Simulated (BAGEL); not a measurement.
**PBE0/cc-pVDZ (density fitting with qzvpp-jkfit) run of C2H5AlSi (SMILES [AlH2][C]#C[SiH3])**

Aim: the energy change on altering one bond length of C2H5AlSi at PBE0/cc-pVDZ (density fitting with qzvpp-jkfit), from 2 runs. 

Program for the calculation: BAGEL 1.2.2.

### 1 The structure to begin with

C2H5AlSi has 9 atoms, charge 0, and is taken as a singlet. SMILES: `[AlH2][C]#C[SiH3]`. Geometry: a GFN2-xTB relaxation, a rough one for these elements and not checked as a minimum.

Bond lengths: Al1–C2 1.943 Å, C2–C3 1.223 Å, C3–Si4 1.854 Å, Al1–H5 1.552 Å, Al1–H6 1.552 Å, Si4–H7 1.465 Å, Si4–H8 1.465 Å, Si4–H9 1.465 Å. Some angles: Al1–C2–C3 179.8°, C2–C3–Si4 179.8°, C2–Al1–H5 122.9°, C2–Al1–H6 122.8°, C3–Si4–H7 108.0°, C3–Si4–H8 107.9°, C3–Si4–H9 108.2°, H5–Al1–H6 114.4°, H7–Si4–H8 110.9°, H7–Si4–H9 110.9°.

### 2 The energy at PBE0/cc-pVDZ (density fitting with qzvpp-jkfit)

dft.json reads:

```json
{ "bagel" : [

{
  "title" : "molecule",
  "basis" : "cc-pvdz.json",
  "df_basis" : "qzvpp-jkfit",
  "angstrom" : true,
  "geometry" : [
    { "atom" : "Al", "xyz" : [   -0.616830,    2.371580,   -1.277520 ] },
    { "atom" : "C", "xyz" : [   -0.186090,    0.704560,   -0.376640 ] },
    { "atom" : "C", "xyz" : [    0.087650,   -0.346640,    0.186330 ] },
    { "atom" : "Si", "xyz" : [    0.504000,   -1.936970,    1.043990 ] },
    { "atom" : "H", "xyz" : [   -0.791060,    2.477120,   -2.816330 ] },
    { "atom" : "H", "xyz" : [   -0.816890,    3.709690,   -0.517070 ] },
    { "atom" : "H", "xyz" : [   -0.185130,   -3.022820,    0.341490 ] },
    { "atom" : "H", "xyz" : [    1.957090,   -2.115900,    0.983090 ] },
    { "atom" : "H", "xyz" : [    0.047260,   -1.840610,    2.432660 ] }
  ]
},
{ "title" : "ks", "xc_func" : "pbe0" },
{ "title" : "print", "file" : "orbitals.molden", "orbitals" : true }

]}
```

The basis set cc-pVDZ is read from a file made from the Basis Set Exchange's data (not shown).

Run with:

```console
BAGEL_NUM_THREADS=1 BAGEL dft.json > dft.out
```

Standard output:

```text
* using 1 threads per process

  ===============================================================
  ===============================================================

  *** Geometry ***

  { "atom" : "Al", "xyz" : [     -1.165640,      4.481637,     -2.414163 ] },
  { "atom" : "C", "xyz" : [     -0.351659,      1.331425,     -0.711746 ] },
  { "atom" : "C", "xyz" : [      0.165634,     -0.655055,      0.352113 ] },
  { "atom" : "Si", "xyz" : [      0.952422,     -3.660343,      1.972855 ] },
  { "atom" : "H", "xyz" : [     -1.494887,      4.681078,     -5.322092 ] },
  { "atom" : "H", "xyz" : [     -1.543698,      7.010298,     -0.977121 ] },
  { "atom" : "H", "xyz" : [     -0.349845,     -5.712302,      0.645323 ] },
  { "atom" : "H", "xyz" : [      3.698364,     -3.998472,      1.857771 ] },
  { "atom" : "H", "xyz" : [      0.089308,     -3.478249,      4.597061 ] },

  Number of auxiliary basis functions:      496

  Since a DF basis is specified, we compute 2- and 3-index integrals:
    o Being stored without compression. Storage requirement is 0.031 GB

  Number of basis functions:       89
  Number of electrons      :       44

    * METHOD: MOLECULE                             0.27

  *** Kohn-Sham DFT ***

    * Removing 14256 points whose weight is below 1.00e-10
    * Grid points: 119898

  === Nuclear Repulsion ===
   148.5544864022

       - DIIS with orbital gradients will be used.

  === KS iteration (pbe0 / cc-pvdz.json) ===
      0       -579.03342547          0.08491471           0.45
      1       -583.88368356          0.07774228           0.44
      2       -513.71508751          0.18050877           0.45
      3       -598.67478386          0.08237185           0.45
      4       -604.68818089          0.05412429           0.44
      5       -610.15176592          0.02891727           0.45
      6       -610.48205075          0.01930851           0.45
      7       -610.47105449          0.02200263           0.45
      8       -610.72056494          0.00142113           0.45
      9       -610.72227374          0.00024858           0.45
     10       -610.72232063          0.00004063           0.45
     11       -610.72232178          0.00001364           0.45
     12       -610.72232188          0.00000245           0.45
     13       -610.72232188          0.00000198           0.45
     14       -610.72232189          0.00000047           0.45
     15       -610.72232189          0.00000015           0.45
     16       -610.72232189          0.00000003           0.44
     17       -610.72232189          0.00000002           0.44
     18       -610.72232189          0.00000000           0.44
    * SCF iteration converged.

    * Permanent dipole moment:
           (   -0.062371,     0.224945,    -0.120642) a.u.

    * METHOD: KS                                   9.13

    * METHOD: PRINT                                0.01

  ===============================================================
```

Wall time 9.6 s (1 thread of Arm Neoverse V2, shared host); peak memory 0.49 GiB.

### 3 The distorted shape at the same level

job.json reads:

```json
{ "bagel" : [

{
  "title" : "molecule",
  "basis" : "cc-pvdz.json",
  "df_basis" : "qzvpp-jkfit",
  "angstrom" : true,
  "geometry" : [
    { "atom" : "Al", "xyz" : [      -0.529710,       2.318807,      -0.508067 ] },
    { "atom" : "C", "xyz" : [      -0.098970,       0.651787,       0.392813 ] },
    { "atom" : "C", "xyz" : [       0.174770,      -0.399413,       0.955783 ] },
    { "atom" : "Si", "xyz" : [       0.591120,      -1.989743,       1.813443 ] },
    { "atom" : "H", "xyz" : [      -0.791060,       2.477120,      -2.816330 ] },
    { "atom" : "H", "xyz" : [      -0.729770,       3.656917,       0.252383 ] },
    { "atom" : "H", "xyz" : [      -0.098010,      -3.075593,       1.110943 ] },
    { "atom" : "H", "xyz" : [       2.044210,      -2.168673,       1.752543 ] },
    { "atom" : "H", "xyz" : [       0.134380,      -1.893383,       3.202113 ] }
  ]
},

{
  "title" : "ks",
  "xc_func" : "pbe0"
},

{
  "title" : "print",
  "file" : "orbitals.molden",
  "orbitals" : true
}

]}
```

The basis set cc-pVDZ is read from a file made from the Basis Set Exchange's data (not shown).

Run with:

```console
BAGEL_NUM_THREADS=1 BAGEL job.json > job.out
```

Standard output:

```text
* using 1 threads per process

  ===============================================================
  ===============================================================

  *** Geometry ***

  { "atom" : "Al", "xyz" : [     -1.001007,      4.381910,     -0.960107 ] },
  { "atom" : "C", "xyz" : [     -0.187026,      1.231699,      0.742309 ] },
  { "atom" : "C", "xyz" : [      0.330267,     -0.754781,      1.806168 ] },
  { "atom" : "Si", "xyz" : [      1.117055,     -3.760069,      3.426911 ] },
  { "atom" : "H", "xyz" : [     -1.494887,      4.681078,     -5.322092 ] },
  { "atom" : "H", "xyz" : [     -1.379065,      6.910572,      0.476935 ] },
  { "atom" : "H", "xyz" : [     -0.185212,     -5.812028,      2.099378 ] },
  { "atom" : "H", "xyz" : [      3.862997,     -4.098198,      3.311826 ] },
  { "atom" : "H", "xyz" : [      0.253941,     -3.577975,      6.051117 ] },

  Number of auxiliary basis functions:      496

  Since a DF basis is specified, we compute 2- and 3-index integrals:
    o Being stored without compression. Storage requirement is 0.031 GB

  Number of basis functions:       89
  Number of electrons      :       44

    * METHOD: MOLECULE                             0.27

  *** Kohn-Sham DFT ***

    * Removing 13802 points whose weight is below 1.00e-10
    * Grid points: 120352

  === Nuclear Repulsion ===
   146.6244367648

       - DIIS with orbital gradients will be used.

  === KS iteration (pbe0 / cc-pvdz.json) ===
      0       -579.24975200          0.08400229           0.47
      1       -584.37973293          0.07738897           0.44
      2       -514.52573962          0.18003219           0.44
      3       -598.88757591          0.08240871           0.44
      4       -604.87639080          0.05366517           0.45
      5       -609.90610499          0.03182323           0.45
      6       -610.45614262          0.01757611           0.46
      7       -610.40122487          0.02225205           0.45
      8       -610.65099765          0.00364754           0.44
      9       -610.66390766          0.00080059           0.44
     10       -610.66474611          0.00012159           0.45
     11       -610.66475809          0.00002906           0.45
     12       -610.66475859          0.00000517           0.45
     13       -610.66475861          0.00000264           0.45
     14       -610.66475861          0.00000057           0.45
     15       -610.66475861          0.00000023           0.44
     16       -610.66475861          0.00000012           0.45
     17       -610.66475861          0.00000006           0.45
     18       -610.66475861          0.00000001           0.44
     19       -610.66475861          0.00000000           0.44
    * SCF iteration converged.

    * Permanent dipole moment:
           (   -0.150341,     0.344701,    -0.762711) a.u.

    * METHOD: KS                                   9.60

    * METHOD: PRINT                                0.01

  ===============================================================
```

It took 10 s on 1 thread of Arm Neoverse V2, shared host; peak memory 0.5 GiB.

### 4 What came out

Level: PBE0/cc-pVDZ (density fitting with qzvpp-jkfit).

| quantity | value |
| --- | --- |
| first shape: total energy | -610.72232 Eh |
| first shape: dipole moment | 0.67 D |
| first shape: HOMO energy | -7.82 eV |
| first shape: LUMO energy | -1.95 eV |
| first shape: HOMO–LUMO gap | 5.87 eV |
| distorted shape: total energy | -610.66476 Eh |
| distorted shape: dipole moment | 2.16 D |
| distorted shape: HOMO energy | -7.17 eV |
| distorted shape: LUMO energy | -2.23 eV |
| distorted shape: HOMO–LUMO gap | 4.94 eV |
| energy change with the Al1–H5 bond stretched from 1.552 to 2.328 Å | 1.566 eV |

What this shows: With the Al1–H5 bond stretched from 1.552 to 2.328 Å the energy rises by 1.57 eV (36 kcal/mol). The first shape isn't relaxed at this level, so the change isn't measured from a minimum.
